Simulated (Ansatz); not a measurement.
**C2H4Cl2Si: one species, many methods**

Aim: compute C2H4Cl2Si with functionals from several rungs and with coupled cluster. The yardstick is the atomisation energy at the CCSD(T) limit.

Computed with Ansatz 0.2.0, Gaussian basis. Level: functionals in def2-TZVPP, the program's frozen cores in correlated methods.

Levels to be run: PBE-D4, r2SCAN-D4, PBE0-D4, B3LYP-D4, ωB97X-V, ωB97M-V, B2PLYP; CCSD(T)/def2-TZVPP; MP2/def2-QZVPP; extrapolation to the limit.

## (1) Structure used throughout

The geometry comes from an earlier relaxation with PBE0-D4 in a triple-zeta def2 set; it is a stationary point, not always the lowest conformer.

SMILES `Cl[C@@H]1[SiH2][C@H]1Cl`, 9 atoms, charge 0, spin multiplicity 1.

Atoms are counted from 1 here; the program's logs count them from 0.

Bond lengths: Cl1–C2 1.756 Å, C2–Si3 1.862 Å, C2–C4 1.521 Å, C2–H6 1.086 Å, Si3–C4 1.862 Å, Si3–H7 1.475 Å, Si3–H8 1.475 Å, C4–Cl5 1.756 Å, C4–H9 1.086 Å. Angles: Cl1–C2–Si3 126.1°, Cl1–C2–C4 118.0°, Cl1–C2–H6 110.9°, Si3–C2–C4 65.9°, Si3–C2–H6 115.0°, C4–C2–H6 113.6°, C2–Si3–C4 48.2°, C2–Si3–H7 117.2°, C2–Si3–H8 119.9°, C4–Si3–H7 119.9°, C4–Si3–H8 117.2°, H7–Si3–H8 116.9°, C2–C4–Si3 65.9°, C2–C4–Cl5 118.0°, C2–C4–H9 113.6°, Si3–C4–Cl5 126.1°, Si3–C4–H9 115.0°, Cl5–C4–H9 110.9°.

## (2) PBE-D4 (GGA)

Input file in.yaml:

```yaml
crystal:
  periodic: [false, false, false]
  atoms:
    - {symbol: Cl, position_ang: [-2.039986, -0.937480, -0.929358]}
    - {symbol: C, position_ang: [-0.495928, -0.120456, -0.749724]}
    - {symbol: Si, position_ang: [0.941659, -0.707149, 0.278808]}
    - {symbol: C, position_ang: [-0.261283, 0.695484, 0.511834]}
    - {symbol: Cl, position_ang: [0.097699, 2.405329, 0.334407]}
    - {symbol: H, position_ang: [-0.224520, 0.401670, -1.662465]}
    - {symbol: H, position_ang: [2.295970, -0.436853, -0.240590]}
    - {symbol: H, position_ang: [0.786390, -1.880773, 1.159431]}
    - {symbol: H, position_ang: [-1.011402, 0.534029, 1.280356]}
basis:
  gaussian: {orbitals: def2-TZVPP}
hamiltonian: {xc: pbe, dispersion: d4}
output: {forces: true, orbitals: {seedname: orbitals}}
```

Started as:

```console
> ansatz run in.yaml --threads 4 --pin off --events-out ev --progress --plain --max-ram 10444MiB
```

Further steps of the session: r2SCAN-D4 (meta-GGA); PBE0-D4 (hybrid); B3LYP-D4 (hybrid); ωB97X-V (range-separated); ωB97M-V (range-separated); B2PLYP (double hybrid); CCSD(T) in def2-TZVPP; MP2 in def2-QZVPP.

Q: Predict the results of all the runs planned. Wanted: atomisation energy, CCSD(T)/CBS; farthest; mean size of error, hybrid; mean size of error, range-separated; gap, smallest and largest; T1 diagnostic; triples share of the correlation energy.

The runs gave:

| quantity | value |
| --- | --- |
| atomisation energy, CCSD(T)/CBS | 31.133 eV |
| functionals within 0.156 eV (0.5 %) | none; nearest B3LYP-D4 (-0.180 eV) |
| farthest | PBE-D4 (+0.923 eV) |
| mean size of error, hybrid | 0.275 eV |
| mean size of error, range-separated | 0.218 eV |
| gap, smallest and largest | 4.35 eV (PBE-D4), 10.76 eV (ωB97X-V) |
| T1 diagnostic | 0.0111 |
| triples share of the correlation energy | 4.4 % |

**Reading.** PBE-D4 misses by +0.923 eV. Double hybrids carry the basis error of their MP2 part in triple zeta, and no dispersion term here, so their miss is partly the set-up's. The reference freezes the cores and leaves out relativity and excitations past (T), so misses under about 0.156 eV can't be ranked. Hartree-Fock recovers 71 % of the binding; the rest is correlation. The gap grows from 4.4 to 10.8 eV across the functionals, mostly with the share of exact exchange.
